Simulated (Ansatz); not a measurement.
HfMoC2, 4 atoms in the cell. It takes space group P4/mmm (No. 123, tetragonal). The conventional cell has a = 3.191 Å, b = 3.191 Å, c = 4.485 Å, α = 90.00°, β = 90.00°, γ = 90.00°. Hf (site symmetry 4/mmm) has 6 C at 2.24 to 2.26 Å as nearest neighbours. Mo (site symmetry 4/mmm) is surrounded by 6 C at 2.24 to 2.26 Å. Around C (site symmetry 4/mmm) lie 2 Mo at 2.24 Å and 4 Hf at 2.26 Å. C (site symmetry 4/mmm) has 2 Hf at 2.24 Å and 4 Mo at 2.26 Å as nearest neighbours. The cell comes from a database or a generator and needn't be the stable form of this composition.

| Property | Result |
| --- | --- |
| Program | Ansatz 0.2.0 |
| Task | single point |
| Functional | PBE0 |
| Potentials or basis | Ansatz PAW |
| Cutoff | 420 eV (not typed: the program's choice for these potentials) |
| k mesh | 6 × 6 × 4 |
| Occupations | fermi-dirac, width 0.05 eV |
| Spin | no spin polarisation |

Hardware: 1 × NVIDIA H100 80GB HBM3 with 2 threads of AMD EPYC 7R13 Processor (Zen 3), with other jobs on the host.

**Question.** How long does it take, and how much memory?

**Answer.** Run time: 27 s on 1 × NVIDIA H100 80GB HBM3 with 2 threads of AMD EPYC 7R13 Processor (Zen 3), with other jobs on the host, peak memory 2.6 GiB. Counts: scf iterations 43, plane waves 903, k points 30, bands 29.
